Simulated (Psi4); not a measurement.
# UTPSS/def2-TZVPP (core potential) run of SnH2F (SMILES [F][SnH2])

What is the vertical ionisation energy of SnH2F at UTPSS/def2-TZVPP (core potential)? 

Program for the calculation: Psi4 1.11.

### 1 The molecule

SnH2F has 4 atoms, charge 0, and is taken as a doublet. As SMILES, `[F][SnH2]`. The shape is that of a PBE0-D4/def2-TZVP optimisation.

Bond lengths: F1–Sn2 1.932 Å, Sn2–H3 1.726 Å, Sn2–H4 1.726 Å. Angles: F1–Sn2–H3 103.3°, F1–Sn2–H4 103.3°, H3–Sn2–H4 113.3°.

### 2 Energy and forces at UTPSS/def2-TZVPP (core potential)

Input file job.py:

```python
import psi4

psi4.set_memory(2200000000)
psi4.set_num_threads(1)
psi4.set_output_file('fh2sn.out', False)

mol = psi4.geometry("""
0 2
F     -2.93398878    -0.35904796     1.21074753
Sn     0.05347925    -0.45769167    -0.88495874
H      2.23762470    -1.99252723     0.99040546
H      0.74776463     2.69512740    -1.35436671
units bohr
symmetry c1
""")

psi4.set_options({
    'reference': 'uks',
    'puream': True,
    'e_convergence': 1e-09,
    'd_convergence': 1e-08,
    'scf_type': 'pk',
    'dft_radial_points': 99,
    'dft_spherical_points': 590,
    'maxiter': 100,
})

energy_value, wavefunction = psi4.gradient("tpss/def2-TZVPP", molecule=mol, return_wfn=True)
psi4.oeprop(wavefunction, "QUADRUPOLE", "LOWDIN_CHARGES", "MAYER_INDICES")
print('gradient / Eh bohr^-1')
print(energy_value.np.round(6))
print(f'energy = {wavefunction.energy():.10f} Eh')
```

Started as:

```bash
$ python job.py
```

fh2sn.out:

```text
[...]
    !!!  WARNING: ECP capability is in beta. Please check occupations closely.  !!!
[...]
  Running in c1 symmetry.
[...]
  Nuclear repulsion =   71.224961432234309
[...]
  Multiplicity = 2
[...]
  Nalpha       = 17
  Nbeta        = 16
[...]
    Number of basis functions: 109
[...]
   @UKS iter   1:  -315.08743339043343   -1.17827e+00   6.86315e-03 ADIIS/DIIS
[...]
   @UKS iter  13:  -315.29675695384225   -3.92220e-12   8.62272e-09 DIIS
[...]
   @S^2 Observed:                7.521725345E-01
[...]
    Orbital Energies [Eh]
    ---------------------
    Alpha Occupied:
       1A    -24.360606     2A     -4.947905     3A     -3.322056
       4A     -3.319825     5A     -3.316393     6A     -1.062083
       7A     -0.965210     8A     -0.964501     9A     -0.961979
      10A     -0.960964    11A     -0.946770    12A     -0.481826
      13A     -0.354439    14A     -0.345951    15A     -0.331193
      16A     -0.301745    17A     -0.211010
    Alpha Virtual:
      18A     -0.057140    19A     -0.011389    20A      0.008740
      21A      0.073442    22A      0.077491    23A      0.105366
      24A      0.135184    25A      0.162936    26A      0.164483
[...]
  @UKS Final Energy:  -315.29675695384225
   => Energetics <=
    Nuclear Repulsion Energy =             71.2249614322343092
    One-Electron Energy =                -659.1484021676601515
    Two-Electron Energy =                 301.8048526631979485
    DFT Exchange-Correlation Energy =     -29.1781688816143543
    Empirical Dispersion Energy =           0.0000000000000000
    VV10 Nonlocal Energy =                  0.0000000000000000
    Total Energy =                       -315.2967569538422481
[...]
  -Total Gradient:
     Atom            X                  Y                   Z
    ------   -----------------  -----------------  -----------------
       1        0.006274048012    -0.000294871018    -0.004573506302
       2       -0.003448094172     0.002072803355     0.006309504434
       3       -0.002016950833     0.001036593856    -0.001829403752
       4       -0.000798362826    -0.002812454826     0.000090787658
[...]
 Multipole Moments:
 ------------------------------------------------------------------------------------
     Multipole            Electronic (a.u.)      Nuclear  (a.u.)        Total (a.u.)
 ------------------------------------------------------------------------------------
 L = 1.  Multiply by 2.5417464519 to convert [e a0] to [Debye]
 Dipole X            :         12.1377614          -11.3966557            0.7411057
 Dipole Y            :         -1.7662675            1.6850365           -0.0812311
 Dipole Z            :        -11.2450022           10.6115280           -0.6334742
 Magnitude           :                                                    0.9783280
 L = 2.  Multiply by 1.3450342976 to convert [e a0^2] to [Debye ang]
 Quadrupole XX       :        -96.7933942           72.0457614          -24.7476329
 Quadrupole XY       :          2.7034137           -2.5744850            0.1289287
[...]
```

The script printed:

```text
gradient / Eh bohr^-1
[[ 6.274e-03 -2.950e-04 -4.574e-03]
 [-3.448e-03  2.073e-03  6.310e-03]
 [-2.017e-03  1.037e-03 -1.829e-03]
 [-7.980e-04 -2.812e-03  9.100e-05]]
energy = -315.2967569538 Eh
```

Wall time 67 s (1 thread of Intel Xeon Platinum 8375C at 2.90GHz (Ice Lake), shared host); peak memory 0.96 GiB.

### 3 The singlet cation: a single-point energy at TPSS/def2-TZVPP (core potential)

Input file fh2sn.py:

```python
import psi4

psi4.set_memory('2200 MB')
psi4.set_num_threads(1)
psi4.core.set_output_file('fh2sn.out', False)

mol = psi4.geometry("""
1 1
F     -1.552600    -0.190000     0.640700
Sn     0.028300    -0.242200    -0.468300
H      1.184100    -1.054400     0.524100
H      0.395700     1.426200    -0.716700
symmetry c1
""")

psi4.set_options({
    'puream': True,
    'e_convergence': 1e-09,
    'd_convergence': 1e-08,
    'scf_type': 'pk',
    'dft_radial_points': 99,
    'dft_spherical_points': 590,
})

E, wfn = psi4.energy('tpss/def2-TZVPP', molecule=mol, return_wfn=True)
print(f'tpss/def2-TZVPP energy: {E:.10f} Eh')
```

Started as:

```bash
$ python fh2sn.py
```

fh2sn.out:

```text
[...]
    !!!  WARNING: ECP capability is in beta. Please check occupations closely.  !!!
[...]
  Running in c1 symmetry.
[...]
  Nuclear repulsion =   71.224961374238049
[...]
  Multiplicity = 1
[...]
  Nalpha       = 16
  Nbeta        = 16
[...]
    Number of basis functions: 109
[...]
 WARNING: Atomic UHF is not converging! Try casting from a smaller basis or call Rob at CCMST.
   -------------------------
[...]
   @RKS iter   1:  -314.84527819770233   -8.57004e-01   5.69246e-03 ADIIS/DIIS
[...]
   @RKS iter  12:  -314.96887794498014   -1.25112e-10   9.92193e-09 DIIS
[...]
    Orbital Energies [Eh]
    ---------------------
    Doubly Occupied:
       1A    -24.613618     2A     -5.242049     3A     -3.622082
       4A     -3.610812     5A     -3.607226     6A     -1.314849
       7A     -1.260449     8A     -1.258393     9A     -1.255154
      10A     -1.248111    11A     -1.224155    12A     -0.734486
      13A     -0.594870    14A     -0.586095    15A     -0.567997
      16A     -0.540373
[...]
  @RKS Final Energy:  -314.96887794498014
   => Energetics <=
    Nuclear Repulsion Energy =             71.2249613742380490
    One-Electron Energy =                -650.1462910961901116
    Two-Electron Energy =                 292.8293503711512926
    DFT Exchange-Correlation Energy =     -28.8768985941793979
    Empirical Dispersion Energy =           0.0000000000000000
    VV10 Nonlocal Energy =                  0.0000000000000000
    Total Energy =                       -314.9688779449801359
[...]
 Multipole Moments:
 ------------------------------------------------------------------------------------
     Multipole            Electronic (a.u.)      Nuclear  (a.u.)        Total (a.u.)
 ------------------------------------------------------------------------------------
 L = 1.  Multiply by 2.5417464519 to convert [e a0] to [Debye]
 Dipole X            :         12.4830357          -11.3966557            1.0863800
 Dipole Y            :         -1.8478853            1.6850364           -0.1628489
 Dipole Z            :        -11.6275195           10.6115281           -1.0159915
 Magnitude           :                                                    1.4963221
[...]
```

On the terminal:

```text
tpss/def2-TZVPP energy: -314.9688779450 Eh
```

Wall time 31 s (1 thread of Intel Xeon Platinum 8375C at 2.90GHz (Ice Lake), shared host); peak memory 0.96 GiB.

### 4 Summary of results

Level: UTPSS/def2-TZVPP (core potential).

| quantity | value |
| --- | --- |
| doublet SnH2F: total energy | -315.29676 Eh |
| doublet SnH2F: dipole moment | 2.49 D |
| doublet SnH2F: HOMO energy (highest over α and β) | -5.74 eV |
| doublet SnH2F: LUMO energy (lowest over α and β) | -4.41 eV |
| doublet SnH2F: ⟨S²⟩ | 0.752 |
| doublet SnH2F: largest force on an atom | 0.400 eV/Å |
| singlet cation: total energy | -314.96888 Eh |
| singlet cation: HOMO energy | -14.70 eV |
| singlet cation: LUMO energy | -12.02 eV |
| singlet cation: HOMO–LUMO gap | 2.68 eV |
| vertical ionisation energy (to the singlet cation) | 8.922 eV |

**Reading.** Removing an electron at fixed nuclei costs 8.92 eV (861 kJ/mol). The largest force (doublet SnH2F) is 0.40 eV/Å: the shape isn't a stationary point for this species at this level. Only the singlet of the ionised species was computed; a triplet could lie lower.
